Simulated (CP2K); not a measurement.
## AlN: one setting at a time in CP2K

Simulated with CP2K 2026.2. This is a test of settings. The cell was built from a prototype and was relaxed with r2SCAN in plane waves (Ansatz 0.2.0). Not every such cell is a known phase. All runs are without spin polarisation.

It is cubic, F-43m (No. 216); conventional cell a = 4.370 Å, 10.43 Å³ an atom. Around Al lie 4 N at 1.89 Å; around N lie 4 Al at 1.89 Å.

The base run uses PBE in the DZVP-MOLOPT-SR basis.

```
&GLOBAL
 PROJECT run
 RUN_TYPE ENERGY_FORCE
 PRINT_LEVEL LOW
&END GLOBAL
&FORCE_EVAL
 METHOD QS
 STRESS_TENSOR ANALYTICAL
 &DFT
  BASIS_SET_FILE_NAME BASIS_MOLOPT
  POTENTIAL_FILE_NAME GTH_POTENTIALS
  &QS
   EXTRAPOLATION USE_GUESS
  &END QS
  &MGRID
   CUTOFF 500
   REL_CUTOFF 50
  &END MGRID
  &XC
   &XC_FUNCTIONAL PBE
   &END XC_FUNCTIONAL
  &END XC
  &KPOINTS
   SCHEME MONKHORST-PACK 5 5 5
   SYMMETRY F
   FULL_GRID F
  &END KPOINTS
  &SCF
   ADDED_MOS 8
   EPS_SCF 1e-6
   MAX_SCF 80
   &DIAGONALIZATION
   &END DIAGONALIZATION
   &MIXING
    METHOD BROYDEN_MIXING
    ALPHA 0.3
   &END MIXING
   &SMEAR
    METHOD FERMI_DIRAC
    ELECTRONIC_TEMPERATURE [K] 232
   &END SMEAR
   &PRINT
    &ITERATION_INFO
    &END ITERATION_INFO
   &END PRINT
  &END SCF
  &PRINT
   &BAND_STRUCTURE
    FILE_NAME bands.bs
    ADDED_MOS 6
    &KPOINT_SET
     UNITS B_VECTOR
     SPECIAL_POINT 0.00000000 0.00000000 0.00000000
     NPOINTS 0
    &END KPOINT_SET
    &KPOINT_SET
     UNITS B_VECTOR
     SPECIAL_POINT -0.50000000 -0.50000000 0.00000000
     NPOINTS 0
    &END KPOINT_SET
    &KPOINT_SET
     UNITS B_VECTOR
     SPECIAL_POINT -0.37500000 -0.37500000 0.25000000
     NPOINTS 0
    &END KPOINT_SET
    &KPOINT_SET
     UNITS B_VECTOR
     SPECIAL_POINT -0.37500000 0.00000000 0.37500000
     NPOINTS 0
    &END KPOINT_SET
    &KPOINT_SET
     UNITS B_VECTOR
     SPECIAL_POINT 0.00000000 0.00000000 0.50000000
     NPOINTS 0
    &END KPOINT_SET
    &KPOINT_SET
     UNITS B_VECTOR
     SPECIAL_POINT -0.50000000 -0.25000000 0.25000000
     NPOINTS 0
    &END KPOINT_SET
    &KPOINT_SET
     UNITS B_VECTOR
     SPECIAL_POINT 0.00000000 0.50000000 0.50000000
     NPOINTS 0
    &END KPOINT_SET
   &END BAND_STRUCTURE
  &END PRINT
 &END DFT
 &SUBSYS
  &CELL
   A 3.08988187 0.00000000 0.00000000
   B 1.54494093 2.67591619 0.00000000
   C 1.54494093 0.89197206 2.52287798
  &END CELL
  &COORD
   SCALED
   Al -0.00000000 0.00000000 0.00000000
   N 0.25000000 0.25000000 0.25000000
  &END COORD
  &KIND Al
   BASIS_SET DZVP-MOLOPT-SR-GTH
   POTENTIAL GTH-PBE
  &END KIND
  &KIND N
   BASIS_SET DZVP-MOLOPT-SR-GTH
   POTENTIAL GTH-PBE
  &END KIND
 &END SUBSYS
 &PRINT
  &STRESS_TENSOR
  &END STRESS_TENSOR
  &FORCES
  &END FORCES
 &END PRINT
&END FORCE_EVAL
```

Command: `cp2k.psmp -i run.inp`. It took 9 s on 2 threads of Arm Neoverse V1, with other jobs on the host, peak memory 0.22 GiB.

It converged with a gap of 3.31 eV and a pressure of 4.01 GPa (positive in compression). Pressures on CP2K's grid carry noise of some tenths of a GPa.

Each further run moved one setting: EPS_SCF (SCF threshold); KPOINTS (Monkhorst-Pack mesh); ALPHA (mixing weight); CUTOFF (density grid cutoff in Ry); ELECTRONIC_TEMPERATURE (smearing temperature in K). Changes are from the base run, which isn't itself converged in every setting; energies of another Hamiltonian, functional, basis or charge aren't compared, and those at a high electronic temperature are mostly its entropy term. CP2K's gap is over the listed points.

```tsv
setting	how it ended	gap change (eV)	energy change (meV/atom)	pressure change (GPa)	time (s)
EPS_SCF = 1e-9	converged	0.00	0.0	0.00	13
KPOINTS = 3x3x3	converged	-0.10	98.8	0.41	7.2
ALPHA = 0.6	converged	0.00	0.0	0.00	8.3
CUTOFF = 1000	converged	0.00	0.0	0.00	12
ELECTRONIC_TEMPERATURE = 3000	converged	0.00	0.0	0.00	9
KPOINTS = 1x1x1 (poor on purpose)	converged	-1.80	5816.2	20.03	6.7
```

EPS_SCF = 1e-9 changes nothing that matters here. ALPHA = 0.6 changes nothing that matters here. CUTOFF = 1000 changes nothing that matters here. ELECTRONIC_TEMPERATURE = 3000 changes nothing that matters here.
